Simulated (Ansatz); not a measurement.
# C₃H₈BN: a ladder of functionals and wavefunction methods

An exercise on one series of results from a longer session: the logs are not shown, and one member is left open.

Program: Ansatz 0.2.0, Gaussian basis. Level of theory: functionals in def2-TZVPP, the program's frozen cores in correlated methods. These are calculated values, not measurements.

Levels to be run: PBE-D4, r2SCAN-D4, PBE0-D4, B3LYP-D4, ωB97X-V, ωB97M-V, B2PLYP; CCSD(T)/def2-TZVPP; MP2/def2-QZVPP; extrapolation to the limit.

**The geometry**

The geometry comes from an earlier relaxation with PBE0-D4 in a triple-zeta def2 set; it is a stationary point, not always the lowest conformer.

SMILES `BC(C)C=N`, 13 atoms, charge 0, spin multiplicity 1.

Atoms are counted from 1 here; the program's logs count them from 0.

Bond lengths: B1–C2 1.555 Å, B1–H6 1.195 Å, B1–H7 1.198 Å, C2–C3 1.527 Å, C2–C4 1.490 Å, C2–H8 1.114 Å, C3–H9 1.091 Å, C3–H10 1.093 Å, C3–H11 1.093 Å, C4–N5 1.264 Å, C4–H12 1.101 Å, N5–H13 1.019 Å. Angles: C2–B1–H6 121.3°, C2–B1–H7 118.9°, H6–B1–H7 119.6°, B1–C2–C3 116.7°, B1–C2–C4 114.9°, B1–C2–H8 95.1°, C3–C2–C4 112.9°, C3–C2–H8 109.2°, C4–C2–H8 105.6°, C2–C3–H9 110.8°, C2–C3–H10 111.7°, C2–C3–H11 110.8°, H9–C3–H10 108.3°, H9–C3–H11 107.4°, H10–C3–H11 107.6°, C2–C4–N5 122.5°, C2–C4–H12 114.8°, N5–C4–H12 122.7° and more.

Coordinates:

| atom | x (Å) | y (Å) | z (Å) |
| --- | --- | --- | --- |
| B1 | -1.5495 | -0.2147 | -0.5891 |
| C2 | -0.1351 | -0.2737 | 0.0545 |
| C3 | 0.9788 | -0.8872 | -0.7911 |
| C4 | 0.2878 | 0.9708 | 0.7570 |
| N5 | 0.0843 | 1.1564 | 1.9908 |
| H6 | -2.3535 | 0.6014 | -0.2481 |
| H7 | -1.8641 | -1.0640 | -1.3738 |
| H8 | -0.4219 | -0.9891 | 0.8589 |
| H9 | 0.6375 | -1.8020 | -1.2781 |
| H10 | 1.8582 | -1.1262 | -0.1885 |
| H11 | 1.2954 | -0.1962 | -1.5772 |
| H12 | 0.7840 | 1.7165 | 0.1172 |
| H13 | 0.4187 | 2.0734 | 2.2824 |

The first run:

in.yaml reads:

```yaml
crystal:
  periodic: [false, false, false]
  atoms:
    - {symbol: B, position_ang: [-1.549517, -0.214667, -0.589095]}
    - {symbol: C, position_ang: [-0.135104, -0.273700, 0.054484]}
    - {symbol: C, position_ang: [0.978766, -0.887182, -0.791115]}
    - {symbol: C, position_ang: [0.287828, 0.970846, 0.757027]}
    - {symbol: N, position_ang: [0.084275, 1.156353, 1.990818]}
    - {symbol: H, position_ang: [-2.353538, 0.601412, -0.248052]}
    - {symbol: H, position_ang: [-1.864075, -1.063964, -1.373787]}
    - {symbol: H, position_ang: [-0.421895, -0.989144, 0.858864]}
    - {symbol: H, position_ang: [0.637470, -1.802020, -1.278122]}
    - {symbol: H, position_ang: [1.858175, -1.126168, -0.188451]}
    - {symbol: H, position_ang: [1.295374, -0.196198, -1.577182]}
    - {symbol: H, position_ang: [0.783975, 1.716546, 0.117231]}
    - {symbol: H, position_ang: [0.418664, 2.073387, 2.282381]}
basis:
  gaussian: {orbitals: def2-TZVPP}
hamiltonian: {xc: pbe, dispersion: d4}
output: {forces: true, orbitals: {seedname: orbitals}}
```

On the command line:

```
$ ansatz run in.yaml --threads 4 --pin off --events-out ev --progress --plain --max-ram 10444MiB
```

Steps of the session up to this table: PBE-D4 (GGA); r2SCAN-D4 (meta-GGA); PBE0-D4 (hybrid); B3LYP-D4 (hybrid); ωB97X-V (range-separated); ωB97M-V (range-separated); B2PLYP (double hybrid); CCSD(T) in def2-TZVPP; MP2 in def2-QZVPP.

One of the session's tables, all rows but one given; the rest of the session is left out.

```
            method  atoms, summed (eV)  atomisation energy (kcal/mol)
            PBE-D4           -5347.774                         1232.1
         r2SCAN-D4           -5352.913                         1205.8
           PBE0-D4                   ?                              ?
          B3LYP-D4           -5356.930                         1209.3
           ωB97X-V           -5354.759                         1206.4
           ωB97M-V           -5353.413                         1208.8
            B2PLYP           -5351.793                         1195.0
     HF/def2-TZVPP           -5333.731                          889.9
    MP2/def2-TZVPP           -5342.893                         1187.3
   CCSD/def2-TZVPP           -5345.561                         1155.5
CCSD(T)/def2-TZVPP           -5345.824                         1172.0
           MP2/CBS           -5344.452                         1215.0
       CCSD(T)/CBS           -5347.384                         1199.7
```

**Question.** Estimate the row for PBE0-D4.

The run gave: atoms, summed (eV): -5349.391; atomisation energy (kcal/mol): 1212.5. In the column «atoms, summed (eV)» it lies between B2PLYP (-5351.793) and PBE-D4 (-5347.774).

Limits of these values: Free atoms (1 B, 3 C, 1 N, 8 H) were run apart at each level; the atomisation energy is their sum less the molecule, without zero-point or spin-orbit terms.
